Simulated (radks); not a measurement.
# Si inside a hard spherical wall

The task here is to estimate one member of a computed series from the others.

The numbers are computed with radks (a radial shooting solver on a logarithmic mesh, Libxc functionals) version 1 (non-relativistic Kohn-Sham, LDA (Slater exchange, Perdew-Wang correlation), spin-polarised, spherical densities, point nucleus; open shells are filled with parallel spins first), except any that are marked as measured or tabulated.

### Starting point

| Item | Value |
| --- | --- |
| element | silicon (Z = 14) |
| charge | 0 |
| electrons | 14 |
| configuration | [Ne] 3s2 3p2 |

Outer shells as boxes (Hund's rule):

Si
```
[Ne] core
3s [↑↓]
3p [↑ ][↑ ][  ]
```

The first run:

Settings of this run:

```text
Z 14
configuration [Ne] 3s2 3p2 4s0 3d0 4p0
relativity non-relativistic
functional lda,pw
spin polarised
nucleus point
```

Steps of the session up to this table: The free atom.

One table of the session follows, with a row left open; its other results are not shown here.

The radial density on a logarithmic grid:

```
r (bohr)  4πr²ρ (e/bohr)
 0.00413          0.3342
 0.00630          0.7342
 0.00963           1.562
  0.0148               ?
  0.0227           6.016
  0.0346           10.08
  0.0534           14.30
  0.0815           15.68
   0.125           12.70
   0.192           9.726
   0.293           12.27
   0.448           14.02
   0.690           8.039
    1.05           2.410
    1.61           1.814
    2.48           1.488
    3.79          0.4786
    5.80         0.05392
```

Estimate the missing values for r (bohr) = 0.0148.

Worked estimate for «4πr²ρ (e/bohr)». A straight line through the neighbours (0.00963, 1.562) and (0.0227, 6.016) gives 1.562 + (6.016 − 1.562) × (0.0148 − 0.00963) / (0.0227 − 0.00963) = 3.324; a parabola fitted to 4 rows on both sides gives 3.346.

The run gave: 4πr²ρ (e/bohr): 3.205. In «4πr²ρ (e/bohr)» the line misses by +0.119 and the parabola by +0.141.

Limits of these values: Shells are not refilled when levels cross, and a hard wall is a model, not a crystal.
